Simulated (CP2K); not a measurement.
SiSe:

```
Si Se
1.0
     3.59520    0.00000    0.00000
    -1.79760    3.11353    0.00000
     0.00000    0.00000    3.59873
Si Se
1 1
Direct
  0.66667 0.33333 0.50000
  0.00000 0.00000 0.00000
```

The cell was built by a generator and needn't be a form met in nature.

Base run:

* Program: CP2K 2026.2
* Functional: BLYP
* Potentials or basis: POTENTIAL_UZH Si GTH-PBE-q4, Se GTH-PBE-q6; TZVP-MOLOPT-PBE-GTH basis
* Density cutoff: 9184 eV
* k mesh: 9 × 9 × 7
* Occupations: fermi-dirac, width 0.05 eV
* Spin: no spin polarisation

Its results: band gap on the k mesh none (metal or under the smearing width); pressure 7.0 GPa.

Task: After a change of settings the same cell gave: band gap on the k mesh none (metal or under the smearing width); pressure -1.4 GPa. Which change was it?
A. functional from BLYP to PBEsol
B. functional from BLYP to PBE
C. functional from BLYP to PW91
D. functional from BLYP to PBE; density cutoff from 9184 eV to 6123 eV; cutoff of the grids from 675 Ry to 450 Ry

Result: A.

PBEsol binds more tightly than BLYP, so the same cell stands under less pressure.

Caveats: the potentials were made for another functional, which shifts forces and pressure; the basis of atomic orbitals isn't converged, which shifts pressures, moduli and gaps.

Not every run made on this cell is shown here.
